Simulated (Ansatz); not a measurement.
# FH3O3Sn: from a rough start to a minimum

The task is to find a stationary geometry of FH3O3Sn, check the end point by its vibrations and derive ideal-gas thermochemistry, and look at its orbitals and charge.

Program: Ansatz 0.2.0, Gaussian basis. Level of theory: RKS PBE0-D4/def2-TZVP. These are calculated values, not measurements.

Levels to be run: relaxation at PBE-D4/def2-SVP; relaxation at PBE0-D4/def2-TZVP; harmonic vibrations at the same level; a single point in def2-TZVPP for the fields.

2 further runs of the same task are left out: 2 for a known fault of the program.

## Step 1: Where the work starts

SMILES `[OH][Sn]([OH])([OH])[F]`, 8 atoms, charge 0, spin multiplicity 1.

Atoms are counted from 1 here; the program's logs count them from 0.

Bond lengths: O1–Sn2 1.929 Å, O1–H6 1.043 Å, Sn2–O3 1.949 Å, Sn2–O4 1.936 Å, Sn2–F5 1.957 Å, O3–H7 1.015 Å, O4–H8 0.995 Å. Angles: Sn2–O1–H6 106.0°, O1–Sn2–O3 108.1°, O1–Sn2–O4 111.5°, O1–Sn2–F5 110.8°, O3–Sn2–O4 108.1°, O3–Sn2–F5 109.7°, O4–Sn2–F5 108.7°, Sn2–O3–H7 107.4°, Sn2–O4–H8 104.5°.

Coordinates:

| atom | x (Å) | y (Å) | z (Å) |
| --- | --- | --- | --- |
| O1 | -1.09490 | 1.35140 | 0.79590 |
| Sn2 | 0.12240 | 0.22240 | -0.18700 |
| O3 | 1.67700 | -0.11730 | 0.93910 |
| O4 | -0.68630 | -1.48160 | -0.62310 |
| F5 | 0.68870 | 1.09050 | -1.84670 |
| H6 | -1.92560 | 1.48250 | 0.17950 |
| H7 | 2.28500 | -0.75280 | 0.43240 |
| H8 | -0.97420 | -1.85210 | 0.25410 |

The start is a force-field geometry with small random shifts, so a cheaper pass at PBE-D4/def2-SVP comes first. Sn takes the def2 core potential; no spin-orbit term is included.

## Step 2: Relaxation at PBE-D4/def2-SVP (cheap first pass)

File in.yaml:

```yaml
crystal:
  periodic: [false, false, false]
  atoms:
    - {symbol: O, position_ang: [-1.094900, 1.351400, 0.795900]}
    - {symbol: Sn, position_ang: [0.122400, 0.222400, -0.187000]}
    - {symbol: O, position_ang: [1.677000, -0.117300, 0.939100]}
    - {symbol: O, position_ang: [-0.686300, -1.481600, -0.623100]}
    - {symbol: F, position_ang: [0.688700, 1.090500, -1.846700]}
    - {symbol: H, position_ang: [-1.925600, 1.482500, 0.179500]}
    - {symbol: H, position_ang: [2.285000, -0.752800, 0.432400]}
    - {symbol: H, position_ang: [-0.974200, -1.852100, 0.254100]}
basis:
  gaussian: {orbitals: def2-SVP}
hamiltonian: {xc: pbe, dispersion: d4}
relax: {f_tol: 0.03, max_steps: 200}
```

The run is started by

```bash
$ ansatz run in.yaml --threads 4 --pin off --events-out ev --progress --plain --max-ram 10444MiB
```

Output (excerpt; [...] marks lines left out):

```text
Functional definition: PBE
  name "PBE"
  cite "Perdew, Burke & Ernzerhof, Phys. Rev. Lett. 77, 3865 (1996) doi:10.1103/PhysRevLett.77.3865"
  parent pbe
[...]
1042 factors; their error is unknown
[...]
mean field -14723.41132629 eV, -541.0753863546 hartree, gradient 1.8e-5 eV, S^2 0.000000; 0 other end points of the search recorded, 0 dependent functions left out
[...]
reference -14723.41136698 eV, -541.0753878498 hartree; 29, 29 occupied and 68, 68 virtual orbitals, 1042 factors
relax step   1: F+E_penalty+E_count = -14723.56338112 eV  Δ(F+E_penalty+E_count) = +0.000e0 eV  max|allowed force component| = 2.856e0 eV/Å  Δτ_max = 0.0000 Å  (27 SCF iters, accepted)
[...]
relax step   4: F+E_penalty+E_count = -14723.84286619 eV  Δ(F+E_penalty+E_count) = -2.737e-3 eV  max|allowed force component| = 9.215e-2 eV/Å  Δτ_max = 0.0393 Å  (29 SCF iters, accepted)
[...]
relax step   5: F+E_penalty+E_count = -14723.84351502 eV  Δ(F+E_penalty+E_count) = -6.488e-4 eV  max|allowed force component| = 2.333e-2 eV/Å  Δτ_max = 0.0230 Å  (27 SCF iters, accepted)
1042 factors; their error is unknown
mean field -14723.69372152 eV, -541.0857641877 hartree, gradient 8.4e-5 eV, S^2 0.000000; 1 other end points of the search recorded, 0 dependent functions left out
[...]
reference -14723.69376132 eV, -541.0857656505 hartree; 29, 29 occupied and 68, 68 virtual orbitals, 1042 factors
Total energy: -14723.84355483 eV, -541.0912704602 hartree
Atom 0 at    -1.095496     1.374632     0.848088 Å, force    -0.013722     0.003711    -0.008673 eV/Å
Atom 1 at     0.101651     0.147759    -0.158374 Å, force     0.001807     0.003077    -0.000329 eV/Å
Atom 2 at     1.697688    -0.072791     1.005680 Å, force     0.023329    -0.015168    -0.011510 eV/Å
Atom 3 at    -0.754950    -1.570151    -0.710346 Å, force    -0.001470    -0.005025    -0.008010 eV/Å
Atom 4 at     0.603315     0.935637    -1.870295 Å, force     0.001525     0.003434    -0.001720 eV/Å
Atom 5 at    -1.794222     1.691385     0.240022 Å, force     0.009215     0.000772     0.008780 eV/Å
Atom 6 at     2.394300    -0.531359     0.492571 Å, force    -0.017007     0.014564     0.013541 eV/Å
Atom 7 at    -1.060186    -2.032111     0.096854 Å, force    -0.003677    -0.005367     0.007920 eV/Å
Dipole moment:    -0.156777    -0.282476     0.136010 e Å
```

Wall time 9 s (4 threads of Arm Neoverse N1, shared host).

Along the way:

```
step  energy from step 1 (eV)  largest force component (eV/Å)
   1                   0.0000                          2.8558
   2                  -0.2521                          0.8813
   3                  -0.2767                          0.1640
   4                  -0.2795                          0.0921
   5                  -0.2801                          0.0233
```

Close pairs (by a distance rule), those that changed most:

```
  bond  before (Å)  after (Å)  change (Å)
 O1–H6       1.043      0.979      -0.064
Sn2–O4       1.936      1.997      +0.061
O1–Sn2       1.929      1.988      +0.058
Sn2–O3       1.949      1.988      +0.038
 O3–H7       1.015      0.979      -0.036
 O4–H8       0.995      0.979      -0.016
Sn2–F5       1.957      1.950      -0.007
```

## Step 3: Optimising with PBE0-D4/def2-TZVP

File in.yaml:

```yaml
crystal:
  periodic: [false, false, false]
  atoms:
    - {symbol: O, position_ang: [-1.095496, 1.374632, 0.848088]}
    - {symbol: Sn, position_ang: [0.101651, 0.147759, -0.158374]}
    - {symbol: O, position_ang: [1.697688, -0.072791, 1.005680]}
    - {symbol: O, position_ang: [-0.754950, -1.570151, -0.710346]}
    - {symbol: F, position_ang: [0.603315, 0.935637, -1.870295]}
    - {symbol: H, position_ang: [-1.794222, 1.691385, 0.240022]}
    - {symbol: H, position_ang: [2.394300, -0.531359, 0.492571]}
    - {symbol: H, position_ang: [-1.060186, -2.032111, 0.096854]}
basis:
  gaussian: {orbitals: def2-TZVP}
hamiltonian: {xc: pbe0, dispersion: d4}
relax: {f_tol: 0.005, max_steps: 150}
```

Launched as before.

Output (excerpt; [...] marks lines left out):

```text
Functional definition: PBE0
  name "PBE0"
  cite "Adamo & Barone, J. Chem. Phys. 110, 6158 (1999) doi:10.1063/1.478522"
  cite "Perdew, Burke & Ernzerhof, Phys. Rev. Lett. 77, 3865 (1996) doi:10.1103/PhysRevLett.77.3865"
  parent pbe
[...]
1202 factors; their error is unknown
[...]
mean field -14735.53422543 eV, -541.5208946808 hartree, gradient 2.7e-5 eV, S^2 0.000000; 0 other end points of the search recorded, 0 dependent functions left out
[...]
reference -14735.53426258 eV, -541.5208960460 hartree; 29, 29 occupied and 163, 163 virtual orbitals, 1202 factors
relax step   1: F+E_penalty+E_count = -14735.66148875 eV  Δ(F+E_penalty+E_count) = +0.000e0 eV  max|allowed force component| = 1.187e0 eV/Å  Δτ_max = 0.0000 Å  (30 SCF iters, accepted)
[...]
reference -14735.73696632 eV, -541.5283452709 hartree; 29, 29 occupied and 163, 163 virtual orbitals, 1202 factors
Total energy: -14735.86692847 eV, -541.5331212921 hartree
Atom 0 at    -1.241679     1.129380     0.797676 Å, force     0.001273    -0.001135    -0.000340 eV/Å
Atom 1 at     0.114602     0.109303    -0.130421 Å, force    -0.000071     0.000044     0.000131 eV/Å
Atom 2 at     1.855275     0.194666     0.694407 Å, force    -0.000354    -0.001113     0.000209 eV/Å
Atom 3 at    -0.351293    -1.763092    -0.277135 Å, force     0.000210     0.001459     0.000226 eV/Å
Atom 4 at     0.214458     0.925468    -1.852407 Å, force     0.000056    -0.000210     0.000159 eV/Å
Atom 5 at    -1.463061     1.940426     0.330113 Å, force    -0.000440     0.000970     0.000007 eV/Å
Atom 6 at     2.255457    -0.675449     0.784266 Å, force     0.000086     0.001184    -0.000121 eV/Å
Atom 7 at    -1.291659    -1.917701    -0.402300 Å, force    -0.000762    -0.001200    -0.000270 eV/Å
Dipole moment:    -0.244614    -0.171878     0.084612 e Å
```

It took 1.9 min on 4 threads of Arm Neoverse N1, shared host; peak memory 0.5 GiB.

Relaxation path: (the energy doesn't fall at every step)

```
step  energy from step 1 (eV)  largest force component (eV/Å)
   1                   0.0000                          1.1866
   2                  -0.1478                          0.3481
   3                  -0.1571                          0.0546
   4                  -0.1580                          0.0090
   5                  -0.1581                          0.0041
   6                  -0.1581                          0.0025
   7                  -0.1577                          0.2072
   8                  -0.1584                          0.0469
   9                  -0.1405                          0.7249
  10                  -0.1598                          0.0809
  11                  -0.1600                          0.2551
  12                  -0.1682                          0.0768
  13                  -0.1780                          0.1159
  14                  -0.1907                          0.2632
  15                  -0.1869                          0.3407
  16                  -0.1959                          0.4117
  17                  -0.2017                          0.0747
  18                  -0.2039                          0.0576
  19                  -0.2051                          0.0231
  20                  -0.1915                          0.3833
  21                  -0.2053                          0.0060
  22                  -0.2054                          0.0102
  23                  -0.2054                          0.0183
  24                  -0.2054                          0.0011
  25                  -0.2054                          0.0015
```

The force was under the threshold of 0.005 eV/Å already at step 5, but the program went on to step 25.

Distances of close pairs at the start and the end, largest changes first:

```
  bond  before (Å)  after (Å)  change (Å)
Sn2–O4       1.997      1.935      -0.062
Sn2–O3       1.988      1.928      -0.060
O1–Sn2       1.988      1.934      -0.054
Sn2–F5       1.950      1.908      -0.042
 O4–H8       0.979      0.961      -0.018
 O3–H7       0.979      0.962      -0.017
 O1–H6       0.979      0.962      -0.017
```

Mulliken charges of the relaxed molecule (report file):

```
atom  value (e)
  O1      -0.66
 Sn2       1.45
  O3      -0.66
  O4      -0.66
  F5      -0.47
  H6       0.33
  H7       0.34
  H8       0.33
```

## Step 4: Harmonic vibrations

File in.yaml:

```yaml
crystal:
  periodic: [false, false, false]
  atoms:
    - {symbol: O, position_ang: [-1.241679, 1.129380, 0.797676]}
    - {symbol: Sn, position_ang: [0.114602, 0.109303, -0.130421]}
    - {symbol: O, position_ang: [1.855275, 0.194666, 0.694407]}
    - {symbol: O, position_ang: [-0.351293, -1.763092, -0.277135]}
    - {symbol: F, position_ang: [0.214458, 0.925468, -1.852407]}
    - {symbol: H, position_ang: [-1.463061, 1.940426, 0.330113]}
    - {symbol: H, position_ang: [2.255457, -0.675449, 0.784266]}
    - {symbol: H, position_ang: [-1.291659, -1.917701, -0.402300]}
basis:
  gaussian: {orbitals: def2-TZVP}
hamiltonian: {xc: pbe0, dispersion: d4}
phonons: {temperatures: {t_min: 298.15, t_max: 900, t_step: 200}}
```

Launched as before.

Output (excerpt; [...] marks lines left out):

```text
Functional definition: PBE0
  name "PBE0"
  cite "Adamo & Barone, J. Chem. Phys. 110, 6158 (1999) doi:10.1063/1.478522"
  cite "Perdew, Burke & Ernzerhof, Phys. Rev. Lett. 77, 3865 (1996) doi:10.1103/PhysRevLett.77.3865"
  parent pbe
[...]
1202 factors; their error is unknown
[...]
mean field -14735.73690671 eV, -541.5283430805 hartree, gradient 6.9e-5 eV, S^2 0.000000; 0 other end points of the search recorded, 0 dependent functions left out
[...]
reference -14735.73694340 eV, -541.5283444288 hartree; 29, 29 occupied and 163, 163 virtual orbitals, 1202 factors
[...]
1202 factors; their error is unknown
mean field -14735.73684167 eV, -541.5283406901 hartree, gradient 3.2e-6 eV, S^2 0.000000; 0 other end points of the search recorded, 0 dependent functions left out
[...]
reference -14735.73687836 eV, -541.5283420387 hartree; 29, 29 occupied and 163, 163 virtual orbitals, 1202 factors
[...]
Atom 0 at    -1.241679     1.129380     0.797676 Å, force     0.001561    -0.000858    -0.000439 eV/Å
Atom 1 at     0.114602     0.109303    -0.130421 Å, force    -0.000104     0.000396    -0.000429 eV/Å
Atom 2 at     1.855275     0.194666     0.694407 Å, force    -0.000510    -0.001361     0.000515 eV/Å
Atom 3 at    -0.351293    -1.763092    -0.277135 Å, force     0.000542     0.001325     0.000122 eV/Å
Atom 4 at     0.214458     0.925468    -1.852407 Å, force    -0.000342    -0.000461     0.000640 eV/Å
Atom 5 at    -1.463061     1.940426     0.330113 Å, force    -0.000481     0.000982    -0.000002 eV/Å
Atom 6 at     2.255457    -0.675449     0.784266 Å, force     0.000098     0.001192    -0.000131 eV/Å
Atom 7 at    -1.291659    -1.917701    -0.402300 Å, force    -0.000763    -0.001215    -0.000277 eV/Å
Dipole moment:    -0.244613    -0.171878     0.084613 e Å
Vibrations: 72.73 127.22 150.63 174.69 183.29 185.11 194.74 230.81 628.93 647.32 665.08 676.09 861.48 878.08 887.45 3874.48 3875.74 3884.53 cm⁻¹, zero-point energy 1.128157 eV
```

Wall time 2.8 min (4 threads of Arm Neoverse N1, shared host).

Motions are named by where the mode's potential energy lies. The modes, unscaled (a negative number is an imaginary wavenumber):

```
mode  cm⁻¹             motion
   1    73  torsion with bend
   2   127  bend with torsion
   3   151            torsion
   4   175  torsion with bend
   5   183  bend with torsion
   6   185  torsion with bend
   7   195            torsion
   8   231            torsion
   9   629       Sn–F stretch
  10   647       Sn–O stretch
  11   665       Sn–O stretch
  12   676       Sn–O stretch
  13   861               bend
  14   878               bend
  15   887               bend
  16  3874        O–H stretch
  17  3876        O–H stretch
  18  3885        O–H stretch
```

From these modes and the moments of inertia (298.15 K, 1 bar, symmetry number 1):

```
                term            value
   zero-point energy     108.9 kJ/mol
          H(298) − E     133.7 kJ/mol
entropy, translation  174.2 J/(mol K)
   entropy, rotation  113.1 J/(mol K)
  entropy, vibration   94.8 J/(mol K)
      entropy, total  382.2 J/(mol K)
```

## Step 5: Fields at the relaxed geometry

in.yaml: that of step 4 with these lines changed.

```diff
@@ -12,4 +12,4 @@
 basis:
-  gaussian: {orbitals: def2-TZVP}
+  gaussian: {orbitals: def2-TZVPP}
 hamiltonian: {xc: pbe0, dispersion: d4}
-phonons: {temperatures: {t_min: 298.15, t_max: 900, t_step: 200}}
+output: {orbitals: {seedname: orbitals}}
```

Same command.

Output:

```text
Functional definition: PBE0
  name "PBE0"
  cite "Adamo & Barone, J. Chem. Phys. 110, 6158 (1999) doi:10.1063/1.478522"
  cite "Perdew, Burke & Ernzerhof, Phys. Rev. Lett. 77, 3865 (1996) doi:10.1103/PhysRevLett.77.3865"
  parent pbe
  parameter a = 0.25
  parameter kappa = 0.804
  parameter beta = 0.06672455060314922
  exchange = (1 - a)*pbe_x(kappa = kappa, mu = beta*pi^2/3) + a*exact_x
  correlation = pbe_c(beta = beta)
1247 factors; their error is unknown
mean field evaluation 1: about -14721.3020 eV, gradient 9.6e1 eV
mean field evaluation 2: about -14692.2474 eV, gradient 1.6e2 eV
mean field evaluation 4: about -14735.6502 eV, gradient 9.5e0 eV
mean field evaluation 8: about -14735.7738 eV, gradient 2.3e-1 eV
mean field evaluation 16: about -14735.8700 eV, gradient 2.1e-4 eV
mean field -14735.87000615 eV, -541.5332343944 hartree, gradient 5.2e-5 eV, S^2 0.000000; 0 other end points of the search recorded, 0 dependent functions left out
reference -14735.87004350 eV, -541.5332357673 hartree; 29, 29 occupied and 187, 187 virtual orbitals, 1247 factors
Total energy: -14736.00000567 eV, -541.5380117889 hartree
```

Wall time 3.8 s (4 threads of Arm Neoverse N1, shared host); peak memory 0.49 GiB.

The fields below are evaluated on a grid from the run's orbitals.

Frontier orbitals at PBE0-D4/def2-TZVPP, with the share of their density that lies nearest to each atom:

```csv
orbital,energy (eV),lies on
HOMO-1,-9.63,"O1, O3 about 32 % each; O4 23 %"
HOMO,-9.48,O1 39 %; O3 30 %; O4 20 %
LUMO,-2.03,"Sn2 30 %; O1, O3, O4 about 13 % each; F5 13 %"
```

ELF in a plane through or near 5 of the atoms.

Values, 10 rows by 14 columns:
```
0.00 0.00 0.00 0.00 0.00 0.00 0.00 0.00 0.00 0.00 0.00 0.00 0.00 0.00
0.00 0.00 0.00 0.00 0.00 0.00 0.00 0.00 0.00 0.00 0.00 0.00 0.00 0.00
0.00 0.00 0.00 0.02 0.21 0.31 0.07 0.00 0.00 0.00 0.00 0.00 0.00 0.00
0.00 0.00 0.02 0.20 0.74 0.86 0.47 0.02 0.08 0.14 0.21 0.05 0.00 0.00
0.00 0.00 0.16 0.91 0.89 0.73 0.24 0.39 0.43 0.71 0.98 0.53 0.01 0.00
0.00 0.00 0.00 0.04 0.03 0.09 0.37 0.58 0.25 0.68 0.41 0.08 0.00 0.00
0.00 0.00 0.00 0.02 0.41 0.84 0.71 0.46 0.05 0.06 0.07 0.00 0.00 0.00
0.00 0.00 0.00 0.02 0.43 0.73 0.84 0.96 0.26 0.00 0.00 0.00 0.00 0.00
0.00 0.00 0.00 0.00 0.01 0.04 0.14 0.30 0.04 0.00 0.00 0.00 0.00 0.00
0.00 0.00 0.00 0.00 0.00 0.00 0.00 0.00 0.00 0.00 0.00 0.00 0.00 0.00
```
The map spans 9.8 Å across and 9.9 Å up, centred on the molecule. Atoms in the plane (x, y in Å): O3 (-1.4, 1.4), O4 (-0.7, -1.7), H6 (2.3, 0.8), H7 (-2.3, 0.9), H8 (-0.1, -2.3).

log10 of the density (e/Å³) in the same plane.

Values, 10 rows by 14 columns:
```
-4.0 -4.0 -4.0 -4.0 -4.0 -4.0 -4.0 -4.0 -4.0 -4.0 -4.0 -4.0 -4.0 -4.0
-4.0 -4.0 -4.0 -4.0 -3.8 -3.7 -4.0 -4.0 -4.0 -4.0 -4.0 -4.0 -4.0 -4.0
-4.0 -4.0 -3.7 -2.6 -1.8 -1.7 -2.1 -2.9 -3.3 -3.4 -3.7 -4.0 -4.0 -4.0
-4.0 -4.0 -2.6 -1.3 -0.1  0.4 -0.6 -1.6 -1.7 -1.6 -1.8 -2.5 -3.7 -4.0
-4.0 -3.7 -2.2 -0.7  0.1  0.2  0.1  0.4 -0.2  0.1  0.1 -1.4 -2.9 -4.0
-4.0 -4.0 -3.1 -2.1 -1.5 -0.9  0.3  0.8 -0.3 -0.4 -1.0 -2.0 -3.3 -4.0
-4.0 -4.0 -3.9 -2.5 -1.2  0.2  0.6 -0.4 -1.4 -1.8 -2.3 -3.1 -4.0 -4.0
-4.0 -4.0 -4.0 -2.7 -1.4 -0.3  0.2 -0.2 -1.6 -2.9 -3.8 -4.0 -4.0 -4.0
-4.0 -4.0 -4.0 -3.8 -2.7 -2.1 -1.7 -1.8 -2.6 -3.8 -4.0 -4.0 -4.0 -4.0
-4.0 -4.0 -4.0 -4.0 -4.0 -4.0 -3.8 -3.9 -4.0 -4.0 -4.0 -4.0 -4.0 -4.0
```
The map spans 9.8 Å across and 9.9 Å up, centred on the molecule. Atoms in the plane (x, y in Å): O3 (-1.4, 1.4), O4 (-0.7, -1.7), H6 (2.3, 0.8), H7 (-2.3, 0.9), H8 (-0.1, -2.3).

On the surface of density 0.002 e/bohr³ the electrostatic potential runs, from the 1st to the 99th percentile, from -1.19 V near F5 to 2.50 V near H7.

## Step 6: What came out

| quantity | value |
| --- | --- |
| point group | C1 |
| steps | 5 + 25 |
| shift from the start (rms) | 0.494 Å |
| total energy | -14735.8669 eV |
| dispersion term | -130 meV |
| dipole moment | 1.49 D |
| lowest, highest wavenumber | 73, 3885 cm⁻¹ |
| zero-point energy | 108.9 kJ/mol |
| entropy at 298.15 K | 382.2 J/(mol K) |
| HOMO, LUMO | -9.48, -2.03 eV |

The relaxed geometry lies 0.49 Å (rms) from the start; the bond that changed most is O1–H6, from 1.043 to 0.962 Å. All wavenumbers are real, so the end point is a minimum. The stiffest mode, 3885 cm⁻¹, is an O–H stretch, and 7 modes under 200 cm⁻¹ make the vibrational entropy uncertain. Harmonic hybrid wavenumbers usually lie a few per cent above measured fundamentals. The largest Mulliken charge, +1.45 e, sits on Sn2. The HOMO lies mostly on O1 39 %; O3 30 % and the LUMO on Sn2 30 %; O1, O3, O4 about 13 % each.
